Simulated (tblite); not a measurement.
# H10SeSi4: the cost of one run

The runs use tblite 0.8.0 and PySCF 2.14.0, with density-fitted response routines of our own; the level of theory stands in each step. All values are computed, except where a source is named. Atoms are numbered from 0 throughout.

### Step 1. The molecule as given

15 atoms, charge 0, multiplicity 1; geometry from: force field or distance geometry start.

Bonds of the start (Å): Si0–Si1 2.24, Si1–Si2 2.21, Si2–Si3 2.23, Si2–Se4 2.28, Si0–H5 1.47, Si0–H6 1.48, Si0–H7 1.47, Si1–H8 1.48, Si1–H9 1.47, Si2–H10 1.48, Si3–H11 1.47, Si3–H12 1.49, Si3–H13 1.47, Se4–H14 1.54.

### Step 2. Geometry optimisation with GFN2-xTB

The job: settings as JSON, then the geometry in Å.

```
{"job": {"kind": "relax", "xc": "GFN2-xTB", "basis": "xTB"}, "charge": 0, "multiplicity": 1}
Si     2.311700    -0.084300     0.081500
Si     0.623000     0.523100     1.420100
Si    -1.269100     0.483800     0.274700
Si    -1.627800    -1.568600    -0.512200
Se    -1.118300     1.934500    -1.473700
H      2.052600    -1.442300    -0.421500
H      2.370500     0.856200    -1.054500
H      3.575600    -0.044300     0.833000
H      0.540200    -0.430200     2.552900
H      0.864200     1.875500     1.943300
H     -2.395800     0.883700     1.141900
H     -2.889700    -1.610400    -1.260800
H     -1.709400    -2.511600     0.636900
H     -0.507000    -1.957600    -1.384700
H     -0.825100     3.100500    -0.511000
```

Command:

```sh
> OMP_NUM_THREADS=1 python probes_run.py task.json out
```

One launch serves the whole session: the jobs run in the order shown.

**Question.** How long does this first job take on 1 thread of Arm Neoverse N1, shared host, and how much memory does it need?

About 1.1 s, with a peak of 0.18 GiB.
